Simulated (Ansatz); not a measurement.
# the K-Cd system: a small convex hull

Program: the Ansatz DFT code, driven from Python.

`hull_k3cd.py`:
```python
"""Stability of K-Cd compounds against each other, after relaxing atoms and volume at fixed cell shape."""

from collections import Counter
import warnings

import ansatz as az
import numpy as np

PHASES = {
    "K3Cd Fm-3m": (
        [[0.0, 4.610338, 4.610338], [4.610338, 0.0, 4.610338], [4.610338, 4.610338, 0.0]],
        [
            ("K", [0.25, 0.25, 0.25]),
            ("K", [0.75, 0.75, 0.75]),
            ("K", [0.5, 0.5, 0.5]),
            ("Cd", [0.0, 0.0, 0.0]),
        ],
    ),
    "KCd3 Fm-3m": (
        [[0.0, 3.910743, 3.910743], [3.910743, 0.0, 3.910743], [3.910743, 3.910743, 0.0]],
        [
            ("K", [0.0, 0.0, 0.0]),
            ("Cd", [0.25, 0.25, 0.25]),
            ("Cd", [0.75, 0.75, 0.75]),
            ("Cd", [0.5, 0.5, 0.5]),
        ],
    ),
    "K": (
        [[-2.6125, 2.6125, 2.6125], [2.6125, -2.6125, 2.6125], [2.6125, 2.6125, -2.6125]],
        [
            ("K", [0.0, 0.0, 0.0]),
        ],
    ),
    "Cd": (
        [[2.97887, 0.0, 0.0], [-1.489435, 2.579777, 0.0], [0.0, 0.0, 5.61765]],
        [
            ("Cd", [1 / 3, 2 / 3, 0.25]),
            ("Cd", [2 / 3, 1 / 3, 0.75]),
        ],
    ),
}


def build(vectors, sites):
    crystal = az.Crystal(lattice=az.Lattice.of(vectors))
    for symbol, position in sites:
        crystal = crystal.atom(symbol, position)
    return crystal


def run_phase(name, crystal):
    calc = (
        crystal.calculation()
        .functional(az.Functional.PBESOL)
        .basis(31 * az.Ry)
        .kpoints(spacing=0.3)
        .occupations("fermi_dirac", width=0.05)
    )
    calc = calc.relax(force_tolerance=0.03, fix_cell=["shape"])
    return calc.run(threads=1)


def counts(outcome):
    return Counter(site.symbol for site in outcome.lattice.sites)

def formation_energy(outcome, mu):
    n = counts(outcome)
    return (outcome.report["energy_sigma0_ev"] - sum(k * mu[element] for element, k in n.items())) / sum(n.values())

warnings.simplefilter("ignore", az.DeckWarning)

phases = {name: build(*cell) for name, cell in PHASES.items()}

done = {}
for name, crystal in phases.items():
    done[name] = run_phase(name, crystal)
    print(f"{name}: {done[name].report['energy_sigma0_ev']:.4f} eV, {len(done[name].lattice.sites)} atoms")

# chemical potentials of the elements at zero temperature
references = {"K": "K", "Cd": "Cd"}
mu = {element: done[name].report["energy_sigma0_ev"] / len(done[name].lattice.sites) for element, name in references.items()}
points = sorted((counts(o)["Cd"] / len(o.lattice.sites), formation_energy(o, mu), name) for name, o in done.items())

# walk in x and drop points that lie above the chord
hull = []
for x, e, _ in points:
    while len(hull) > 1 and (hull[-1][0] - hull[-2][0]) * (e - hull[-2][1]) - (hull[-1][1] - hull[-2][1]) * (x - hull[-2][0]) <= 0:
        hull.pop()
    hull.append((x, e))
rows = [(name, x, e, e - np.interp(x, *zip(*hull))) for x, e, name in points]
print("     phase       x(Cd)  E_form (eV/atom)  above hull (eV/atom)")
for row in rows:
    print(f"{str(row[0]):>10}  {row[1]:10.3f}  {row[2]:16.4f}  {row[3]:20.4f}")
print("on the hull of these phases:", ", ".join(row[0] for row in rows if row[3] < 1e-6))
```

```console
$ python hull_k3cd.py
K3Cd Fm-3m: -12731.8551 eV, 4 atoms
KCd3 Fm-3m: -26067.8976 eV, 4 atoms
K: -1516.0085 eV, 1 atoms
Cd: -16368.0810 eV, 2 atoms
     phase       x(Cd)  E_form (eV/atom)  above hull (eV/atom)
         K       0.000            0.0000                0.0000
K3Cd Fm-3m       0.250            0.0527                0.0527
KCd3 Fm-3m       0.750            0.0581                0.0581
        Cd       1.000            0.0000                0.0000
on the hull of these phases: K, Cd
```

Absolute energies stand on the zero of these potentials, so only differences at equal settings mean something. For the metals among these phases the mesh is modest: differences between phases can be off by up to 40 meV an atom. Atoms and volume are relaxed with the cell's shape held, which in cells of lower than cubic symmetry can hide stresses and shift volumes. The cells come from databases of deposited and of computed structures, and not all need be stable phases. Differences under about 40 meV an atom lie within the error of mesh and functional, so such verdicts may flip; only the cells listed enter the hull. The whole script took 14 s on 1 thread of Intel(R) Xeon(R) 6975P-C (Granite Rapids) (shared host), peak memory 0.52 GiB.
